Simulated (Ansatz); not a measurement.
# CH5BF2Si: two torsions

A grid of calculations on CH5BF2Si, SMILES BC(F)[SiH2]F, to see where the energy is lowest and how it rises around there.

Program: Ansatz 0.2.0. Level of theory: RHF/def2-SVP. These are calculated values, not measurements.

## (1) Starting geometry

SMILES `BC(F)[SiH2]F`, 10 atoms, charge 0, spin multiplicity 1.

Atoms are counted from 1 here; the program's logs count them from 0.

Bond lengths: B1–C2 1.521 Å, B1–H6 1.218 Å, B1–H7 1.214 Å, C2–F3 1.396 Å, C2–Si4 1.957 Å, C2–H8 1.114 Å, Si4–F5 1.639 Å, Si4–H9 1.498 Å, Si4–H10 1.500 Å. Angles: C2–B1–H6 117.0°, C2–B1–H7 121.5°, H6–B1–H7 120.9°, B1–C2–F3 118.8°, B1–C2–Si4 95.7°, B1–C2–H8 119.1°, F3–C2–Si4 105.8°, F3–C2–H8 110.8°, Si4–C2–H8 103.0°, C2–Si4–F5 109.0°, C2–Si4–H9 105.4°, C2–Si4–H10 113.2°, F5–Si4–H9 109.4°, F5–Si4–H10 108.9°, H9–Si4–H10 110.9°.

As a file:

```xyz
10

B    -0.09927   -0.95759   -1.09746
C    -0.33222   -0.78696    0.39591
F     0.48019   -1.48857    1.28795
Si    0.27308    1.07254    0.47475
F    -0.96735    2.05497    0.04814
H    -0.85076   -0.35937   -1.84685
H     0.88423   -1.52606   -1.52550
H    -1.37693   -0.72649    0.77713
H     0.62822    1.31508    1.90990
H     1.44392    1.35146   -0.42096
```

This geometry comes from a loose relaxation at PBE in a small basis, which is not shown.

## (3) The grid

The axes are (1) dihedral B1–C2–Si4–F5: 15 values from −180 to 156 °, periodic; (2) dihedral H6–B1–C2–Si4: 15 values from −180 to 156 °, periodic.

Nothing else is relaxed (all other coordinates rigid). Energies count from the relaxed molecule at the same level. Points are written as (first, second).

(The set-up runs are not shown.)

## (4) Grid point (108°, −84°)

input.yaml reads:

```yaml
crystal:
  periodic: [false, false, false]
  atoms:
    - { symbol: B, position_ang: [-0.213318, -1.064043, -1.190317] }
    - { symbol: C, position_ang: [-0.165221, -0.642691, 0.312842] }
    - { symbol: F, position_ang: [0.334985, -1.626327, 1.15335] }
    - { symbol: Si, position_ang: [0.885566, 0.901688, 0.673696] }
    - { symbol: F, position_ang: [-0.13061, 2.102669, 1.027463] }
    - { symbol: H, position_ang: [-1.009238, -0.523978, -1.904074] }
    - { symbol: H, position_ang: [0.535919, -1.889483, -1.623143] }
    - { symbol: H, position_ang: [-1.186644, -0.404284, 0.635598] }
    - { symbol: H, position_ang: [1.749309, 0.654786, 1.837849] }
    - { symbol: H, position_ang: [1.67884, 1.299383, -0.501405] }
basis:
  gaussian: { orbitals: def2-SVP }
hamiltonian:
  xc: hf
output:
  forces: true
```

Command:

```sh
$ ansatz run input.yaml --threads 1 --pin off --max-ram 2560MiB --backend cpu --events-out ev --progress --plain --runs-dir out
```

Further runs follow: the other points that were computed.

Before running it: what results should come out? Wanted: lowest point; highest computed point; dipole moment; largest force on an atom.

As calculated:

| quantity | value |
| --- | --- |
| lowest point | (60°, −60°), 0.0010 eV |
| highest computed point | (−132°, −156°), 0.694 eV above the lowest |
| dipole moment (D) | 0.19 at (60°, −108°) to 3.33 at (−108°, −12°); 0.30 at the lowest point |
| largest force on an atom (eV/Å) | 0.04 at (60°, −60°) to 2.28 at (−36°, −156°); 0.04 at the lowest point |
| time for the whole task | 5.9 min on 1 thread, shared host |

The lowest computed point is at (60°, −60°), 0.0010 eV from the relaxed molecule at the same level. Higher local minima lie near (−36°, −60°) (0.016 eV above the lowest at that grid point); (−36°, 108°) (0.040 eV above the lowest at that grid point); (−180°, −60°) (0.062 eV above the lowest at that grid point). The highest computed point, (−132°, −156°), lies 0.694 eV above the lowest. On the interpolated surface the easiest way out of the lowest well to the well at (−36°, −60°) passes a barrier of about 0.069 eV. Round the minimum the two coordinates are nearly uncoupled.
